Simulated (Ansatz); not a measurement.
**SiO2 (SMILES O=[Si]=O) at revPBE/STO-3G**

Aim: the electronic atomisation energy of SiO2 at revPBE/STO-3G, from 3 runs. 

The calculation is run with Ansatz 0.2.0.

35 further runs of the same task are left out: 5 that didn't finish, 30 set aside as unsound or not needed.

## Step 1: The system as given

SiO2 has 3 atoms, charge 0, and is taken as a singlet. SMILES: `O=[Si]=O`. Geometry: relaxed at PBE0-D4/def2-TZVP.

Bond lengths: O1–Si2 1.506 Å, Si2–O3 1.506 Å. Angles: O1–Si2–O3 180.0°.

## Step 2: The energy at revPBE/STO-3G

input.yaml reads:

```yaml
crystal:
  periodic: [false, false, false]
  atoms:
    - {symbol: O, position_ang: [0.697730, 1.229600, 0.518760]}
    - {symbol: Si, position_ang: [-0.000010, 0.000000, -0.000000]}
    - {symbol: O, position_ang: [-0.697730, -1.229610, -0.518760]}
basis:
  gaussian:
    orbitals: STO-3G
accuracy: high
hamiltonian:
  xc: {name: revPBE}
```

Run with:

```
$ ansatz run input.yaml --threads 1 --pin off --max-ram 3480MiB --events-out events.jsonl --progress --plain --runs-dir runs
```

Log:

```text
Warning: RAYON_NUM_THREADS=1 ignored (pool sized by the plan → 1); use --threads N
Functional definition: revPBE
  name "revPBE"
  parameter kappa = 1.245
  parameter beta = 0.06672455060314922
  exchange = pbe_x(kappa = kappa, mu = beta*pi^2/3)
  correlation = pbe_c(beta = beta)
325 factors; integrals over basis functions are off by at most 2.9e-8 eV
mean field evaluation 1: about -11810.2824 eV, gradient 4.6e1 eV
mean field evaluation 2: about -11781.2328 eV, gradient 9.1e1 eV
mean field evaluation 4: about -11818.4818 eV, gradient 1.9e0 eV
mean field evaluation 8: about -11818.4776 eV, gradient 7.7e-2 eV
mean field evaluation 16: about -11818.4776 eV, gradient 5.7e-7 eV
mean field -11818.47764845 eV, -434.3210427286 hartree, gradient 1.4e-8 eV, S^2 0.000000; 0 other end points of the search recorded, 0 dependent functions left out
reference -11818.47764995 eV, -434.3210427837 hartree; 15, 15 occupied and 4, 4 virtual orbitals, 325 factors
Total energy: -11818.47764995 eV, -434.3210427837 hartree
```

Run time: 0.68 s. Hardware: 1 thread of Arm Neoverse V2, shared host.

## Step 3: The O atom

run.yaml reads:

```yaml
crystal:
  periodic: [false, false, false]
  atoms:
    - {symbol: O, position_ang: [0.000000, 0.000000, 0.000000]}
basis:
  gaussian:
    orbitals: STO-3G
magnetization:
  spin_polarized: true
  initial_magnetization: 2
hamiltonian:
  xc: {name: revPBE}
accuracy: high
```

Run the same way, it converges to -74.01699 Eh (log not shown).

## Step 4: The Si atom

input.yaml reads:

```yaml
crystal:
  periodic: [false, false, false]
  atoms:
    - {symbol: Si, position_ang: [0.000000, 0.000000, 0.000000]}
basis:
  gaussian: {orbitals: STO-3G}
magnetization: {spin_polarized: true, initial_magnetization: 2}
hamiltonian: {xc: {name: revPBE}}
accuracy: high
```

Run the same way, it converges to -285.87250 Eh (log not shown).

## Step 5: Results

Level: revPBE/STO-3G.

| quantity | value |
| --- | --- |
| molecule: total energy | -434.32104 Eh |
| O atom: total energy | -74.01699 Eh |
| O atom: ⟨S²⟩ | 2.000 |
| Si atom: total energy | -285.87250 Eh |
| Si atom: ⟨S²⟩ | 2.000 |
| electronic atomisation energy | 11.281 eV |

Taking the molecule apart into free atoms costs 11.28 eV (1088 kJ/mol), before zero-point energy and without spin-orbit coupling. In a minimal basis such a difference can be off by several eV, whatever the method.
